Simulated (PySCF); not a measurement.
# [WO3(OH)]−: other functionals and bases at one geometry

How far do other levels of theory move the description of [WO3(OH)]−, and what does each cost? The species was built from a template and needn't be a known compound.

Computed with PySCF 2.14.0. Level: several levels, as the steps say, no spin–orbit coupling.

2 further runs of the same task are left out: 2 for a known fault of the program. Runs told in other sessions of the task aren't counted.

## 1. The system as given

6 atoms, charge -1, spin multiplicity 1.

Bond lengths: W1–O2 1.759 Å, W1–O3 1.759 Å, W1–O4 1.758 Å, W1–O5 1.961 Å, O5–H6 0.966 Å. Angles: O2–W1–O3 108.9°, O2–W1–O4 110.7°, O2–W1–O5 109.0°, O3–W1–O4 110.7°, O3–W1–O5 109.0°, O4–W1–O5 108.5°, W1–O5–H6 115.9°.

Coordinates:

```xyz
6

W     0.0121   -0.0121   -0.0525
O     0.9454    1.0785    0.9643
O    -1.0785   -0.9454    0.9643
O     1.0756   -1.0756   -0.9620
O    -1.0443    1.0443   -1.3221
H    -1.6692    1.6692   -0.9326
```

Formal oxidation states: W +6. An earlier session relaxed this geometry at B3LYP, W def2-SVP with ECP60, O def2-SVP, H def2-SVP (singlet, point group Cs).

At B3LYP on the finer grid: E = -368.642554 Eh, HOMO -2.43 eV, LUMO 3.98 eV, Mulliken charge on W1 +0.85 e, largest force component 0.021 eV/Å. 

Levels to run: TPSSh; BP86; M06-L; HF; B3LYP, TZVP; B3LYP, x2c-SVP. Hardware: 2 threads of Arm Neoverse V2, shared host.

## 2. TPSSh

run.py (the lines that set the calculation) reads:

```python
mol = gto.M(atom='''
W      0.01208    -0.01208    -0.05250
O      0.94539     1.07854     0.96425
O     -1.07854    -0.94539     0.96425
O      1.07559    -1.07559    -0.96202
O     -1.04434     1.04434    -1.32214
H     -1.66924     1.66924    -0.93262''',
    basis={'W': 'def2-SVP', 'O': 'def2-SVP', 'H': 'def2-SVP'},
    ecp={'W': 'def2-SVP'},
    charge=-1, spin=0)
mf = dft.RKS(mol, xc='TPSSH')
mf.grids.atom_grid = (75, 302)
mf = mf.density_fit()  # fitting sets: W def2-universal-JKFIT, O def2-universal-JKFIT, H def2-universal-JKFIT
mf.conv_tol = 1e-08; mf.max_cycle = 55
mf.kernel(dm0)  # dm0: the density of the relaxed state
```

Started as:

```
> OMP_NUM_THREADS=2 python run.py
```

Output:

```text
init E= -368.612172988909
  HOMO = -0.0672555980163273  LUMO = 0.14626839878597  gap/eV = 5.81028
cycle= 1 E= -368.611640014578  delta_E= 0.000533  |g|= 0.0855  |ddm|= 0.126
  HOMO = -0.0749456421831083  LUMO = 0.150293293646795  gap/eV = 6.12906
cycle= 2 E= -368.599146513314  delta_E= 0.0125  |g|= 0.263  |ddm|= 0.241
  HOMO = -0.0674593235606801  LUMO = 0.14748695665072  gap/eV = 5.84899
cycle= 3 E= -368.613003191957  delta_E= -0.0139  |g|= 0.0198  |ddm|= 0.187
  HOMO = -0.0679687704475666  LUMO = 0.14791978379787  gap/eV = 5.87463
cycle= 4 E= -368.613081402919  delta_E= -7.82e-05  |g|= 0.00128  |ddm|= 0.014
  HOMO = -0.0678411291664896  LUMO = 0.147962824486592  gap/eV = 5.87232
cycle= 5 E= -368.613081702721  delta_E= -3e-07  |g|= 0.000398  |ddm|= 0.00129
  HOMO = -0.0679040970186714  LUMO = 0.147943069799917  gap/eV = 5.87350
cycle= 6 E= -368.613081731471  delta_E= -2.88e-08  |g|= 0.000127  |ddm|= 0.000425
  HOMO = -0.0678971513279434  LUMO = 0.147947052666887  gap/eV = 5.87342
cycle= 7 E= -368.613081734971  delta_E= -3.5e-09  |g|= 2.83e-05  |ddm|= 0.000113
  HOMO = -0.0678986195852584  LUMO = 0.147948071796942  gap/eV = 5.87349
Extra cycle  E= -368.613081733117  delta_E= 1.85e-09  |g|= 9.9e-05  |ddm|= 9e-05
converged SCF energy = -368.613081733117
```

Run time: 4.3 s. Hardware: 2 threads of Arm Neoverse V2, shared host.

Read off: E = -368.613082 Eh, HOMO -1.85 eV, LUMO 4.03 eV, Mulliken charge on W1 +0.89 e, largest force component 0.154 eV/Å. 

## 3. BP86

Changes to run.py (the lines that set the calculation) since step 2:

```diff
@@ -10,3 +10,3 @@
     charge=-1, spin=0)
-mf = dft.RKS(mol, xc='TPSSH')
+mf = dft.RKS(mol, xc='B88,P86')
 mf.grids.atom_grid = (75, 302)
```

Started as:

```
> OMP_NUM_THREADS=2 python run.py
```

Output:

```text
init E= -368.766244886721
  HOMO = -0.0400999830750636  LUMO = 0.126284991403526  gap/eV = 4.52757
cycle= 1 E= -368.746893575264  delta_E= 0.0194  |g|= 0.335  |ddm|= 0.341
  HOMO = -0.0684930548434958  LUMO = 0.144775083347604  gap/eV = 5.80332
cycle= 2 E= -368.506944659553  delta_E= 0.24  |g|= 1.11  |ddm|= 1.03
  HOMO = -0.0380105201827371  LUMO = 0.133888273072307  gap/eV = 4.67760
cycle= 3 E= -368.768315270756  delta_E= -0.261  |g|= 0.0785  |ddm|= 0.809
  HOMO = -0.0438267560676255  LUMO = 0.133797243708757  gap/eV = 4.83340
cycle= 4 E= -368.769382549002  delta_E= -0.00107  |g|= 0.0313  |ddm|= 0.0768
  HOMO = -0.0445083063644477  LUMO = 0.132509795175778  gap/eV = 4.81691
cycle= 5 E= -368.769535557072  delta_E= -0.000153  |g|= 0.0135  |ddm|= 0.026
  HOMO = -0.0437974928612688  LUMO = 0.133136854939099  gap/eV = 4.81463
cycle= 6 E= -368.769576963512  delta_E= -4.14e-05  |g|= 0.00236  |ddm|= 0.0109
  HOMO = -0.0438426035618402  LUMO = 0.133180074185183  gap/eV = 4.81703
cycle= 7 E= -368.769577036271  delta_E= -7.28e-08  |g|= 0.00214  |ddm|= 0.00241
  HOMO = -0.0438558925572176  LUMO = 0.133197083031625  gap/eV = 4.81786
cycle= 8 E= -368.769577976363  delta_E= -9.4e-07  |g|= 0.000244  |ddm|= 0.00148
  HOMO = -0.0438566176437002  LUMO = 0.133198078902208  gap/eV = 4.81790
cycle= 9 E= -368.769577987846  delta_E= -1.15e-08  |g|= 6.16e-05  |ddm|= 0.000145
  HOMO = -0.0438577980596641  LUMO = 0.133198831226187  gap/eV = 4.81796
cycle= 10 E= -368.769577988614  delta_E= -7.68e-10  |g|= 5.76e-06  |ddm|= 4.03e-05
  HOMO = -0.0438585123184938  LUMO = 0.133199122330244  gap/eV = 4.81798
Extra cycle  E= -368.769577988543  delta_E= 7.05e-11  |g|= 2.04e-05  |ddm|= 1.77e-05
converged SCF energy = -368.769577988543
```

Run time: 3.7 s. Hardware: 2 threads of Arm Neoverse V2, shared host.

Result: E = -368.769578 Eh, HOMO -1.19 eV, LUMO 3.62 eV, Mulliken charge on W1 +0.68 e, largest force component 0.404 eV/Å. 

## 4. M06-L

Changes to run.py (the lines that set the calculation) since step 3:

```diff
@@ -10,3 +10,3 @@
     charge=-1, spin=0)
-mf = dft.RKS(mol, xc='B88,P86')
+mf = dft.RKS(mol, xc='M06L')
 mf.grids.atom_grid = (75, 302)
```

Started as:

```
> OMP_NUM_THREADS=2 python run.py
```

Output:

```text
init E= -368.621569580958
  HOMO = -0.0551841167342812  LUMO = 0.139235781938109  gap/eV = 5.29043
cycle= 1 E= -368.626279036928  delta_E= -0.00471  |g|= 0.085  |ddm|= 0.317
  HOMO = -0.0556621285250114  LUMO = 0.157868310737775  gap/eV = 5.81046
cycle= 2 E= -368.611019685244  delta_E= 0.0153  |g|= 0.283  |ddm|= 0.268
  HOMO = -0.0494457215171669  LUMO = 0.148701462144104  gap/eV = 5.39186
cycle= 3 E= -368.627753001995  delta_E= -0.0167  |g|= 0.0198  |ddm|= 0.205
  HOMO = -0.0510451537119244  LUMO = 0.147571023980182  gap/eV = 5.40462
cycle= 4 E= -368.627827321071  delta_E= -7.43e-05  |g|= 0.00632  |ddm|= 0.0194
  HOMO = -0.0511509370636022  LUMO = 0.147292096973892  gap/eV = 5.39991
cycle= 5 E= -368.62783523332  delta_E= -7.91e-06  |g|= 0.00192  |ddm|= 0.00616
  HOMO = -0.0509140313789823  LUMO = 0.147593998632761  gap/eV = 5.40168
cycle= 6 E= -368.627836058732  delta_E= -8.25e-07  |g|= 0.000276  |ddm|= 0.00228
  HOMO = -0.0509119421911  LUMO = 0.147601382652562  gap/eV = 5.40182
cycle= 7 E= -368.627836074111  delta_E= -1.54e-08  |g|= 0.000128  |ddm|= 0.000406
  HOMO = -0.0509049378047034  LUMO = 0.147604145582789  gap/eV = 5.40171
cycle= 8 E= -368.627836073532  delta_E= 5.79e-10  |g|= 0.000135  |ddm|= 0.000159
  HOMO = -0.050903053287359  LUMO = 0.147605783334687  gap/eV = 5.40170
cycle= 9 E= -368.627836077401  delta_E= -3.87e-09  |g|= 1.84e-05  |ddm|= 0.000104
  HOMO = -0.0509021166546201  LUMO = 0.1476028684528  gap/eV = 5.40160
Extra cycle  E= -368.627836076653  delta_E= 7.47e-10  |g|= 6.2e-05  |ddm|= 5.85e-05
converged SCF energy = -368.627836076653
```

It took 4.9 s on 2 threads of Arm Neoverse V2, shared host.

It gives: E = -368.627836 Eh, HOMO -1.39 eV, LUMO 4.02 eV, Mulliken charge on W1 +1.10 e, largest force component 0.217 eV/Å. 

## 5. HF

Changes to run.py (the lines that set the calculation) since step 4:

```diff
@@ -10,4 +10,3 @@
     charge=-1, spin=0)
-mf = dft.RKS(mol, xc='M06L')
-mf.grids.atom_grid = (75, 302)
+mf = scf.RHF(mol)
 mf = mf.density_fit()  # fitting sets: W def2-universal-JKFIT, O def2-universal-JKFIT, H def2-universal-JKFIT
```

Started as:

```
> OMP_NUM_THREADS=2 python run.py
```

Output:

```text
init E= -366.29020289828
  HOMO = -0.241674050800881  LUMO = 0.250599159312415  gap/eV = 13.39544
cycle= 1 E= -366.33441760868  delta_E= -0.0442  |g|= 0.238  |ddm|= 0.646
  HOMO = -0.251372003157353  LUMO = 0.23681822814439  gap/eV = 13.28433
cycle= 2 E= -366.33404869561  delta_E= 0.000369  |g|= 0.233  |ddm|= 0.428
  HOMO = -0.259642356624244  LUMO = 0.244103367920435  gap/eV = 13.70762
cycle= 3 E= -366.345130753487  delta_E= -0.0111  |g|= 0.0372  |ddm|= 0.206
  HOMO = -0.253656291014065  LUMO = 0.244645446228446  gap/eV = 13.55948
cycle= 4 E= -366.345388193922  delta_E= -0.000257  |g|= 0.00946  |ddm|= 0.0273
  HOMO = -0.255021639581433  LUMO = 0.244616778738475  gap/eV = 13.59585
cycle= 5 E= -366.345417072459  delta_E= -2.89e-05  |g|= 0.00235  |ddm|= 0.0149
  HOMO = -0.25513589524057  LUMO = 0.244552808076449  gap/eV = 13.59722
cycle= 6 E= -366.345420293096  delta_E= -3.22e-06  |g|= 0.00128  |ddm|= 0.00375
  HOMO = -0.255263999407299  LUMO = 0.244598894080895  gap/eV = 13.60196
cycle= 7 E= -366.34542167053  delta_E= -1.38e-06  |g|= 0.000318  |ddm|= 0.00342
  HOMO = -0.255319840312991  LUMO = 0.24459792512268  gap/eV = 13.60346
cycle= 8 E= -366.345421782318  delta_E= -1.12e-07  |g|= 7.99e-05  |ddm|= 0.00109
  HOMO = -0.255324272299113  LUMO = 0.244594514981053  gap/eV = 13.60348
cycle= 9 E= -366.345421786862  delta_E= -4.54e-09  |g|= 3.61e-05  |ddm|= 0.000187
  HOMO = -0.255321946305528  LUMO = 0.244595470454637  gap/eV = 13.60345
Extra cycle  E= -366.345421787358  delta_E= -4.96e-10  |g|= 3.07e-05  |ddm|= 6.31e-05
converged SCF energy = -366.345421787358
```

Run time: 1.6 s. Hardware: 2 threads of Arm Neoverse V2, shared host.

Read off: E = -366.345422 Eh, HOMO -6.95 eV, LUMO 6.66 eV, Mulliken charge on W1 +1.54 e, largest force component 1.358 eV/Å. 

## 6. B3LYP, TZVP

Basis: W def2-TZVP with ECP60, O def2-TZVP, H def2-TZVP. 

run.py (the lines that set the calculation) reads:

```python
mol = gto.M(atom='''
W      0.01208    -0.01208    -0.05250
O      0.94539     1.07854     0.96425
O     -1.07854    -0.94539     0.96425
O      1.07559    -1.07559    -0.96202
O     -1.04434     1.04434    -1.32214
H     -1.66924     1.66924    -0.93262''',
    basis={'W': 'def2-TZVP', 'O': 'def2-TZVP', 'H': 'def2-TZVP'},
    ecp={'W': 'def2-TZVP'},
    charge=-1, spin=0)
mf = dft.RKS(mol, xc='B3LYP')
mf.grids.atom_grid = (75, 302)
mf = mf.density_fit()  # fitting sets: W def2-universal-JKFIT, O def2-universal-JKFIT, H def2-universal-JKFIT
mf.conv_tol = 1e-08; mf.max_cycle = 55
mf.kernel(dm0)  # dm0: free metal ions and neutral atoms
```

Started as:

```
> OMP_NUM_THREADS=2 python run.py
```

Output:

```text
init E= -382.36229778925
  HOMO = 0.043759253900078  LUMO = 0.173185499001519  gap/eV = 3.52187
cycle= 1 E= -368.076388390334  delta_E= 14.3  |g|= 2.61  |ddm|=  2.8
  HOMO = -0.339713940253155  LUMO = 0.0272508210157554  gap/eV = 9.98562
cycle= 2 E= -365.978852466851  delta_E=  2.1  |g|=  4.3  |ddm|= 2.74
  HOMO = -0.0864771162732013  LUMO = 0.0871244876766537  gap/eV = 4.72394
cycle= 3 E= -368.793885753276  delta_E= -2.82  |g|= 1.14  |ddm|= 2.21
  HOMO = -0.105852463806131  LUMO = 0.14131306398389  gap/eV = 6.72572
cycle= 4 E= -369.001391102001  delta_E= -0.208  |g|= 0.479  |ddm|= 0.826
  HOMO = -0.0909512007763593  LUMO = 0.139007780180719  gap/eV = 6.25750
cycle= 5 E= -369.039745190523  delta_E= -0.0384  |g|= 0.137  |ddm|= 0.265
  HOMO = -0.101646375264309  LUMO = 0.135895456251559  gap/eV = 6.46384
cycle= 6 E= -369.042930751991  delta_E= -0.00319  |g|= 0.0341  |ddm|= 0.104
  HOMO = -0.0987418039848272  LUMO = 0.135754304341405  gap/eV = 6.38096
cycle= 7 E= -369.043103324076  delta_E= -0.000173  |g|= 0.0217  |ddm|= 0.0294
  HOMO = -0.0984319139124561  LUMO = 0.135856597101828  gap/eV = 6.37532
cycle= 8 E= -369.043187673266  delta_E= -8.43e-05  |g|= 0.00594  |ddm|= 0.0128
  HOMO = -0.098731562197525  LUMO = 0.135963108082618  gap/eV = 6.38637
cycle= 9 E= -369.043194381469  delta_E= -6.71e-06  |g|= 0.000667  |ddm|= 0.00319
  HOMO = -0.0987548357045589  LUMO = 0.135980094784235  gap/eV = 6.38746
cycle= 10 E= -369.043194458932  delta_E= -7.75e-08  |g|= 0.000192  |ddm|= 0.000437
  HOMO = -0.0987644276758235  LUMO = 0.135983341189881  gap/eV = 6.38781
cycle= 11 E= -369.043194465852  delta_E= -6.92e-09  |g|= 4.97e-05  |ddm|= 0.000126
  HOMO = -0.0987589193949082  LUMO = 0.135979053532188  gap/eV = 6.38755
Extra cycle  E= -369.043194462193  delta_E= 3.66e-09  |g|= 0.000149  |ddm|= 0.000106
converged SCF energy = -369.043194462193
```

Run time: 8.4 s. Hardware: 2 threads of Arm Neoverse V2, shared host.

It gives: E = -369.043194 Eh, HOMO -2.69 eV, LUMO 3.70 eV, Mulliken charge on W1 +1.39 e, largest force component 0.167 eV/Å. 

## 7. B3LYP, x2c-SVP

Basis: W x2c-SVPall, O x2c-SVPall, H x2c-SVPall. All electrons are treated, with the spin-free X2C Hamiltonian.

run.py (the lines that set the calculation) reads:

```python
mol = gto.M(atom='''
W      0.01208    -0.01208    -0.05250
O      0.94539     1.07854     0.96425
O     -1.07854    -0.94539     0.96425
O      1.07559    -1.07559    -0.96202
O     -1.04434     1.04434    -1.32214
H     -1.66924     1.66924    -0.93262''',
    basis={'W': 'x2c-SVPall', 'O': 'x2c-SVPall', 'H': 'x2c-SVPall'},
    nucmod='G',
    charge=-1, spin=0)
mf = dft.RKS(mol, xc='B3LYP')
mf.grids.atom_grid = (99, 590)
mf = mf.density_fit()  # fitting sets: W AutoAux, O AutoAux, H AutoAux
mf = mf.sfx2c1e()
mf.conv_tol = 1e-08; mf.max_cycle = 55
mf.kernel(dm0)  # dm0: free metal ions and neutral atoms
```

Started as:

```
> OMP_NUM_THREADS=2 python run.py
```

Output:

```text
init E= -16459.0770073756
  HOMO = 0.0575603491367431  LUMO = 0.174324674547353  gap/eV = 3.17732
cycle= 1 E= -16443.9981251585  delta_E= 15.1  |g|= 2.26  |ddm|= 4.23
  HOMO = -0.329101389706157  LUMO = 0.0417890709094859  gap/eV = 10.09244
cycle= 2 E= -16442.0053769093  delta_E= 1.99  |g|= 3.81  |ddm|= 3.97
  HOMO = -0.0853725928316056  LUMO = 0.0943085788644651  gap/eV = 4.88937
cycle= 3 E= -16444.7238596671  delta_E= -2.72  |g|= 1.07  |ddm|= 2.91
  HOMO = -0.100859126998689  LUMO = 0.136042069039578  gap/eV = 6.44641
cycle= 4 E= -16444.9336424687  delta_E= -0.21  |g|= 0.188  |ddm|= 0.754
  HOMO = -0.0881581696541449  LUMO = 0.142409071397298  gap/eV = 6.27405
cycle= 5 E= -16444.9376307065  delta_E= -0.00399  |g|= 0.109  |ddm|= 0.175
  HOMO = -0.0971941352269567  LUMO = 0.140689821032224  gap/eV = 6.47315
cycle= 6 E= -16444.9395066105  delta_E= -0.00188  |g|= 0.0379  |ddm|= 0.0937
  HOMO = -0.0965628145632902  LUMO = 0.140790996999903  gap/eV = 6.45873
cycle= 7 E= -16444.9397299748  delta_E= -0.000223  |g|= 0.02  |ddm|= 0.0355
  HOMO = -0.0956361227100491  LUMO = 0.140834497116299  gap/eV = 6.43469
cycle= 8 E= -16444.9398123502  delta_E= -8.24e-05  |g|= 0.00147  |ddm|= 0.0149
  HOMO = -0.0957465026161213  LUMO = 0.140766592048937  gap/eV = 6.43585
cycle= 9 E= -16444.9398127267  delta_E= -3.76e-07  |g|= 0.000374  |ddm|= 0.00121
  HOMO = -0.0957569896822204  LUMO = 0.140767603596487  gap/eV = 6.43616
cycle= 10 E= -16444.9398127501  delta_E= -2.34e-08  |g|= 8.19e-05  |ddm|= 0.000266
  HOMO = -0.0957630100104794  LUMO = 0.140770916226434  gap/eV = 6.43642
cycle= 11 E= -16444.9398127515  delta_E= -1.38e-09  |g|= 2.2e-05  |ddm|= 8.07e-05
  HOMO = -0.0957608802777816  LUMO = 0.140769567407593  gap/eV = 6.43632
Extra cycle  E= -16444.9398127507  delta_E= 7.28e-10  |g|= 6.53e-05  |ddm|= 6.01e-05
converged SCF energy = -16444.9398127507
```

Run time: 18 s. Hardware: 2 threads of Arm Neoverse V2, shared host.

Result: E = -16444.939813 Eh, HOMO -2.61 eV, LUMO 3.83 eV, Mulliken charge on W1 +0.74 e, largest force component 0.590 eV/Å. 

## 8. Results

| level | state | HOMO (eV) | gap (eV) | charge on W1 (e) | dipole (D) | largest force component (eV/Å) | basis functions | time |
| --- | --- | --- | --- | --- | --- | --- | --- | --- |
| B3LYP (relaxed here) | singlet | -2.43 | 6.40 | 0.85 | 3.25 | 0.02 | 93 | 8.3 s |
| TPSSh | singlet | -1.85 | 5.87 | 0.89 | 3.24 | 0.15 | 93 | 4.3 s |
| BP86 | singlet | -1.19 | 4.82 | 0.68 | 3.17 | 0.40 | 93 | 3.7 s |
| M06-L | singlet | -1.39 | 5.40 | 1.10 | 3.20 | 0.22 | 93 | 4.9 s |
| HF | singlet | -6.95 | 13.60 | 1.54 | 3.71 | 1.36 | 93 | 1.6 s |
| B3LYP, TZVP | singlet | -2.69 | 6.39 | 1.39 | 3.22 | 0.17 | 170 | 8.4 s |
| B3LYP, x2c-SVP | singlet | -2.61 | 6.44 | 0.74 | 3.15 | 0.59 | 127 | 18 s |

Times are on 2 threads of Arm Neoverse V2, shared host; the first row also made further properties. The dipole of a charged species depends on the origin, so these sizes hold for this origin alone.

In one basis the HOMO–LUMO gap runs from 4.82 eV (BP86) to 13.60 eV (HF). The largest leftover force, 1.36 eV/Å with HF, stands at a geometry relaxed at another level. The Mulliken charge on W spans +0.68 to +1.54 e over the levels. Total energies of different levels can't be compared. Spin–orbit coupling is left out throughout.
